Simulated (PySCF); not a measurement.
# CH6O2SiTe: the cost of one run

Programs: PySCF 2.14.0, with routines of our own; each step states its level. All values are computed. Atoms count from 0.

## 1. The starting structure

11 atoms, charge 0, multiplicity 1; geometry from: GFN2-xTB.

## 2. Relaxing the molecule at PBE0-D3(BJ)/def2-SVP

What the job is given:

```
{"job": {"xc": "PBE0", "basis": "def2-SVP", "d3": "d3bj", "grid": 1, "maxiter": 30, "shake": 0.01, "kind": "geom"}, "charge": 0, "multiplicity": 1}
C     -1.767410    -0.585890     0.050760
O     -0.877020     0.462120    -0.129630
Si     0.677390     0.441460     0.294630
O      1.332240     1.855530    -0.219820
Te     1.741250    -1.553080    -0.766030
H     -2.055380    -0.662940     1.099190
H     -2.675520    -0.321630    -0.524260
H     -1.371300    -1.510010    -0.313710
H      0.858880     0.526320     1.767070
H      0.935660     2.261970    -0.987360
H      3.239320    -0.939660    -0.523520
```

Launch:

```bash
$ OMP_NUM_THREADS=1 python heavy_run.py task.json out
```

The driver reads the jobs from task.json and runs them one after another.

Q: Estimate the wall time and peak memory of this first job on 1 thread of Arm Neoverse V1, shared host.

About 77 s, with a peak of 0.48 GiB.
